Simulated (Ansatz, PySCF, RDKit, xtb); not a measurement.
# ZnBNH: a search for the lowest isomer

Only the formula ZnBNH is given (odd number of electrons). Aim: find the structure of lowest free energy at 298.15 K, then its properties.

Plan: many cheap relaxations first (GFN2-xTB), then density-functional screening, relaxation at r2SCAN-D4/def2-SVP, vibrations and a final energy. The numbers are computed, not measured.

3 further runs of the same task are left out: 3 set aside as unsound or not needed.

## 1. Candidates

A program enumerates the bonding patterns with one Lewis structure each (two rings at most, one unusual centre or charged pair), with their diastereomers. O–O, O–halogen and N–halogen bonds and N–N–N chains are not drawn. That gives 9 candidates.

| label | SMILES | spin |
| --- | --- | --- |
| c120 | [B][NH][Zn] | doublet |
| c238 | [B+]1[N][ZnH-]1 | doublet |
| c429 | [BH]1[N][Zn]1 | doublet |
| c517 | [N]=[B][ZnH] | doublet |
| c531 | N=[B][Zn] | doublet |
| c577 | B=[N][Zn] | doublet |
| c584 | [B]1[NH][Zn]1 | doublet |
| c733 | [B]=[N][ZnH] | doublet |
| c966 | [B][Zn][NH] | doublet |

Candidates are built by distance geometry, with a force field where one applies, in up to four conformers (letters a to d). 10 starts with atoms placed at random are added, to find patterns that the rules miss.

**Question.** With final energies at CCSD(T)/def2-TZVP, which structure will this search put lowest in free energy, and by what margin?

| quantity | value |
| --- | --- |
| lowest structure found | B=[N][Zn], doublet, C∞v |
| next finalist | N=[B][Zn], doublet, 11.2 kcal/mol higher in G |
| share at equilibrium, among the finalists | 100.0 % |
| harmonic wavenumbers, lowest and highest (r2SCAN-D4/def2-SVP) | 125 and 2847 cm⁻¹ |
| rotational constants, same geometry | 0.1353 cm⁻¹ |
| dipole moment (PBE0/def2-TZVPD) | 0.58 D |
| HOMO energy (highest over α and β) (PBE0/def2-TZVPD) | -6.12 eV |
| LUMO energy (lowest over α and β) (PBE0/def2-TZVPD) | -2.83 eV |
| lowest excitation (TD-B3LYP/def2-SVPD) | 3.06 eV (f = 0.000) |
| vertical ionisation energy (to the singlet cation) | 8.42 eV |
| vertical electron affinity | 1.17 eV |
| vertical quartet less doublet | +5.14 eV |

The lowest structure found is `B=[N][Zn]`. The margin of 11.2 kcal/mol over the next finalist is beyond the usual error of the last level; it says nothing of structures that weren't ranked. GFN2-xTB, r2SCAN-D4/def2-SVP, r2SCAN-D4/def2-SVP, relaxed, HF/def2-TZVP and MP2/def2-TZVP already put its bonding pattern lowest among the structures in one piece. The stability test raises a flag; for an open shell a flag towards a general spinor solution can be the free rotation of the spin. The search is not exhaustive (a finite list of starts, one conformer a finalist), so a lower isomer can't be ruled out.
